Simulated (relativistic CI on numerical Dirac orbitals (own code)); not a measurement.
# Ga³⁺: one ion under different settings

Aim: see what numerical and physical settings do to the SCF, the total energy and the lowest levels of Ga³⁺.

Method: Dirac-Coulomb-Breit CI, KLI orbitals optimised for each configuration, model QED (radiative potential, 1s self-energy scaled to tabulated hydrogen-like ionisation energies), numerical settings as typed. Code: relativistic CI on numerical Dirac orbitals (own code) version 3.

### Step 1. The atom as given

- ion: Ga³⁺ (Ga IV)
- nuclear charge: 31
- electrons: 28
- isotope: A = 69

### Step 2. Usual settings

Settings, as recorded:

```ini
atom Ga  Z=31  charge=3  electrons=28
nucleus A=69  rms_radius_fm=3.9973
hamiltonian dirac-coulomb  breit=on  qed=on  c_scale=1
orbitals kli  potential=per-configuration
slater_scale 1
correlation none
mixing on
grid step=0.0125 r_max=25.7
scf mixing=0.4 start=green max_iterations=150 tolerance=2e-08 node_fill=0.05
configurations
  [Ar] 3d10
end
```

The run is started by

```sh
> python run_levels.py task.json out
```

task.json lists these runs, among others, and the program works through them in turn.

### Step 3. QED terms off, node fill 0

Settings, as recorded:

```ini
atom Ga  Z=31  charge=3  electrons=28
nucleus A=69  rms_radius_fm=3.9973
hamiltonian dirac-coulomb  breit=on  qed=off  c_scale=1
orbitals kli  potential=per-configuration
slater_scale 1
correlation none
mixing on
grid step=0.0125 r_max=25.7
scf mixing=0.4 start=green max_iterations=150 tolerance=2e-08 node_fill=0
configurations
  [Ar] 3d10
end
```

### Step 4. Potential mixing 0.1

Settings, as recorded:

```ini
atom Ga  Z=31  charge=3  electrons=28
nucleus A=69  rms_radius_fm=3.9973
hamiltonian dirac-coulomb  breit=on  qed=on  c_scale=1
orbitals kli  potential=per-configuration
slater_scale 1
correlation none
mixing on
grid step=0.0125 r_max=25.7
scf mixing=0.1 start=green max_iterations=150 tolerance=2e-08 node_fill=0.05
configurations
  [Ar] 3d10
end
```

### Step 5. Speed-of-light factor 2

Settings, as recorded:

```ini
atom Ga  Z=31  charge=3  electrons=28
nucleus A=69  rms_radius_fm=3.9973
hamiltonian dirac-coulomb  breit=on  qed=on  c_scale=2
orbitals kli  potential=per-configuration
slater_scale 1
correlation none
mixing on
grid step=0.0125 r_max=25.7
scf mixing=0.4 start=green max_iterations=150 tolerance=2e-08 node_fill=0.05
configurations
  [Ar] 3d10
end
```

### Step 6. Start potential thomas-fermi, potential mixing 0.05

Settings, as recorded:

```ini
atom Ga  Z=31  charge=3  electrons=28
nucleus A=69  rms_radius_fm=3.9973
hamiltonian dirac-coulomb  breit=on  qed=on  c_scale=1
orbitals kli  potential=per-configuration
slater_scale 1
correlation none
mixing on
grid step=0.0125 r_max=25.7
scf mixing=0.05 start=thomas-fermi max_iterations=150 tolerance=2e-08 node_fill=0.05
configurations
  [Ar] 3d10
end
```

### Step 7. Node fill 5

Changes to the settings of step 6:

```diff
@@ -8,3 +8,3 @@
 grid step=0.0125 r_max=25.7
-scf mixing=0.05 start=thomas-fermi max_iterations=150 tolerance=2e-08 node_fill=0.05
+scf mixing=0.4 start=green max_iterations=76 tolerance=2e-08 node_fill=5
 configurations
```

(Steps that only read results are left out.)

What does the calculation give? Wanted: lowest level, usual settings; total energy.

**Answer**, as computed:

| setting | total energy less usual (Ha) | largest shift of a level among the lowest eight of both runs, same label and place (cm⁻¹) | SCF iterations | time | lowest level | kind of change |
| --- | --- | --- | --- | --- | --- | --- |
| usual | 0 | 0 | 13 | 0.054 s | 3d10 1S0 | - |
| QED terms off, node fill 0 | -0.571 | - | 12 | 0.031 s | 3d10 1S0 | model term |
| potential mixing 0.1 | 0 | - | 15 | 0.058 s | 3d10 1S0 | numerical |
| speed-of-light factor 2 | 13.8 | - | 12 | 0.053 s | 3d10 1S0 | unphysical constant |
| start potential thomas-fermi, potential mixing 0.05 | 0 | - | 14 | 0.055 s | 3d10 1S0 | numerical |
| node fill 5 | 0.271 | - | 13 | 0.055 s | 3d10 1S0 | unsound |

```
                    quantity          value
lowest level, usual settings       3d10 1S0
                total energy  -1939.1535 Ha
```

**Reading.** No visible change in the result comes from «potential mixing 0.1» or «start potential thomas-fermi, potential mixing 0.05». Only the listed configurations are in the model. In a near-neutral ion this small CI can misplace whole configurations by 10,000 cm⁻¹ or more.
